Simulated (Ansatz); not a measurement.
# C2H3Br: the cost of one run

Computed with Ansatz 0.2.0, driven from Python. Level of theory: PBE+D3(BJ)/def2-SVP.

## (1) The system

Bond lengths: C1–C2 1.282 Å, C2–Br3 1.835 Å, C1–H4 1.043 Å, C1–H5 1.142 Å, C2–H6 1.099 Å. Angles: C1–C2–Br3 121.7°, C1–C2–H6 123.4°, Br3–C2–H6 114.9°, C2–C1–H4 124.8°, C2–C1–H5 120.7°, H4–C1–H5 114.4°.

No structure file is read: the coordinates are typed or built in the script.

## (2) Script

Contents of relaxed_scan_c2h3br.py:

```python
# -*- coding: utf-8 -*-
"""One bond of C2H3Br held at set lengths while the rest relaxes."""

import ansatz
import numpy as np

BASIS_SET = "def2-SVP"
FUNCTIONAL = "PBE"
DISPERSION = "d3bj"


def main():
    geometry_ang = [
        ("C", [-0.5175, 0.1617, -0.4558]),
        ("C", [0.4245, 0.0004, 0.3984]),
        ("Br", [1.1669, -1.6477, 0.7142]),
        ("H", [-0.9185, -0.5955, -1.0501]),
        ("H", [-0.9739, 1.1928, -0.6335]),
        ("H", [0.8606, 0.8243, 0.9807]),
    ]
    c2h3br = ansatz.Crystal.molecule()
    for symbol, xyz in geometry_ang:
        c2h3br = c2h3br.atom(symbol, xyz)

    job = c2h3br.calculation().basis(gaussian=BASIS_SET).functional(FUNCTIONAL, dispersion=DISPERSION)
    symbols = [site.symbol for site in c2h3br.cartesian_sites]
    pairs = [(0, 1), (0, 3), (0, 4), (1, 2), (1, 5)]
    print("held (A)   E (eV)        ", "  ".join(f"{symbols[i]}{i}-{symbols[j]}{j}" for i, j in pairs))
    for length in [1.69, 1.83, 1.98, 2.2, 2.48]:
        report = job.relax(constraints=[ansatz.DistanceConstraint((1, 2), at=length)], force_tolerance=0.02, max_steps=60).run(threads=1).report
        xyz = np.array(report["positions_ang"])
        print(f"{length:6.2f} {report['free_energy_ev']:14.5f}  ", "  ".join(f"{np.linalg.norm(xyz[i] - xyz[j]):.3f}" for i, j in pairs))


if __name__ == "__main__":
    main()
```

## (3) The input behind the calls

The engine receives this input (first run):

```yaml
crystal:
  periodic: [false, false, false]
  atoms:
    - { symbol: C, position_ang: [-0.5175, 0.1617, -0.4558] }
    - { symbol: C, position_ang: [0.4245, 0.0004, 0.3984] }
    - { symbol: Br, position_ang: [1.1669, -1.6477, 0.7142] }
    - { symbol: H, position_ang: [-0.9185, -0.5955, -1.0501] }
    - { symbol: H, position_ang: [-0.9739, 1.1928, -0.6335] }
    - { symbol: H, position_ang: [0.8606, 0.8243, 0.9807] }
basis:
  gaussian:
    orbitals: def2-SVP
hamiltonian:
  xc: pbe
  dispersion: d3bj
relax:
  f_tol: 0.02
  max_steps: 60
  constraints:
    - { distance: [1, 2], at: 1.69 }
```

## (4) The run

Command:

```
python relaxed_scan_c2h3br.py
```

**Question.** How long does this script take on 1 thread of Arm Neoverse V2, shared host, and how much memory does it need?

About 56 s, with a peak of 0.21 GiB.
